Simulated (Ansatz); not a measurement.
# C₂H₁₀AlNSi: up Jacob's ladder to CCSD(T)

One table from this session's results is given with a row withheld; the runs are named, their logs left out.

Method: functionals in def2-TZVPP, the program's frozen cores in correlated methods; program: Ansatz 0.2.0, Gaussian basis.

Plan: LDA (SPW92), PBE-D4, revPBE-D4, BLYP-D4, r2SCAN-D4, B97M-V, PBE0-D4, B3LYP-D4, r2SCANh-D4, r2SCAN0-D4, HSE06-D4, BHLYP-D4, CAM-B3LYP-D4, LC-ωPBE, ωB97X-V, ωB97M-V, B2PLYP, PBE-QIDH; CCSD(T)/def2-SVP; CCSD(T)/def2-TZVPP; MP2/def2-QZVPP; extrapolation to the limit; RPA on PBE.

## The geometry

All runs share one geometry, relaxed beforehand with PBE0-D4 in a triple-zeta def2 set.

15 atoms, charge 0, spin multiplicity 1.

Atoms are counted from 1 here; the program's logs count them from 0.

Bond lengths: Al1–C2 1.997 Å, Al1–N4 2.091 Å, Al1–H6 1.601 Å, Al1–H7 1.599 Å, C2–C3 1.525 Å, C2–H8 1.093 Å, C2–H9 1.090 Å, C3–N4 1.510 Å, C3–H10 1.094 Å, C3–H11 1.095 Å, N4–Si5 1.767 Å, N4–H12 1.016 Å, Si5–H13 1.487 Å, Si5–H14 1.482 Å, Si5–H15 1.478 Å. Angles: C2–Al1–N4 72.5°, C2–Al1–H6 117.6°, C2–Al1–H7 121.2°, N4–Al1–H6 104.2°, N4–Al1–H7 107.7°, H6–Al1–H7 118.8°, Al1–C2–C3 89.4°, Al1–C2–H8 113.4°, Al1–C2–H9 120.7°, C3–C2–H8 111.3°, C3–C2–H9 112.6°, H8–C2–H9 108.2°, C2–C3–N4 105.6°, C2–C3–H10 110.5°, C2–C3–H11 116.5°, N4–C3–H10 106.7°, N4–C3–H11 109.7°, H10–C3–H11 107.3° and more.

Set-up of the first run:

Input file in.yaml:

```yaml
crystal:
  periodic: [false, false, false]
  atoms:
    - {symbol: Al, position_ang: [-1.470211, -0.325677, 0.844686]}
    - {symbol: C, position_ang: [0.258212, -0.627138, 1.798584]}
    - {symbol: C, position_ang: [1.006381, -0.130218, 0.566457]}
    - {symbol: N, position_ang: [0.052052, -0.310377, -0.589252]}
    - {symbol: Si, position_ang: [0.095073, 0.868056, -1.905549]}
    - {symbol: H, position_ang: [-2.052821, 1.164965, 0.816596]}
    - {symbol: H, position_ang: [-2.450156, -1.541807, 0.500600]}
    - {symbol: H, position_ang: [0.469194, -1.682492, 1.991813]}
    - {symbol: H, position_ang: [0.505500, -0.059965, 2.695687]}
    - {symbol: H, position_ang: [1.205133, 0.942370, 0.645191]}
    - {symbol: H, position_ang: [1.957990, -0.622547, 0.340077]}
    - {symbol: H, position_ang: [0.099760, -1.268014, -0.925679]}
    - {symbol: H, position_ang: [1.389247, 0.802142, -2.635341]}
    - {symbol: H, position_ang: [-1.018432, 0.538014, -2.825358]}
    - {symbol: H, position_ang: [-0.068722, 2.201990, -1.289411]}
basis:
  gaussian: {orbitals: def2-TZVPP}
hamiltonian: {xc: lda}
output: {orbitals: {seedname: orbitals}}
```

Among the steps run: LDA; PBE-D4 (GGA); revPBE-D4 (GGA); BLYP-D4 (GGA); r2SCAN-D4 (meta-GGA); B97M-V (meta-GGA); PBE0-D4 (hybrid); B3LYP-D4 (hybrid); r2SCANh-D4 (hybrid); r2SCAN0-D4 (hybrid); HSE06-D4 (hybrid); BHLYP-D4 (hybrid); CAM-B3LYP-D4 (range-separated); LC-ωPBE (range-separated); ωB97X-V (range-separated); ωB97M-V (range-separated); B2PLYP (double hybrid); PBE-QIDH (double hybrid).

One table of the session follows, with a row left open; its other results are not shown here.

It belongs to the step «Orbital energies across the functionals». 

```
  functional  HOMO (eV)  gap (eV)
 LDA (SPW92)      -5.87      4.37
      PBE-D4      -5.76      4.50
   revPBE-D4      -5.71      4.57
     BLYP-D4      -5.62      4.50
   r2SCAN-D4      -6.00      5.15
      B97M-V      -6.14      4.99
     PBE0-D4          ?         ?
    B3LYP-D4      -6.75      6.11
  r2SCANh-D4      -6.45      5.87
  r2SCAN0-D4      -7.13      6.95
    HSE06-D4      -6.56      5.77
    BHLYP-D4      -8.09      8.48
CAM-B3LYP-D4      -8.31      8.82
     LC-ωPBE      -9.68     11.35
     ωB97X-V      -9.33     10.83
     ωB97M-V      -9.19     10.34
```

Estimate the missing values for PBE0-D4.

The run gave: HOMO (eV): -6.96; gap (eV): 6.54. In the column «HOMO (eV)» it lies between r2SCAN0-D4 (-7.13) and B3LYP-D4 (-6.75).
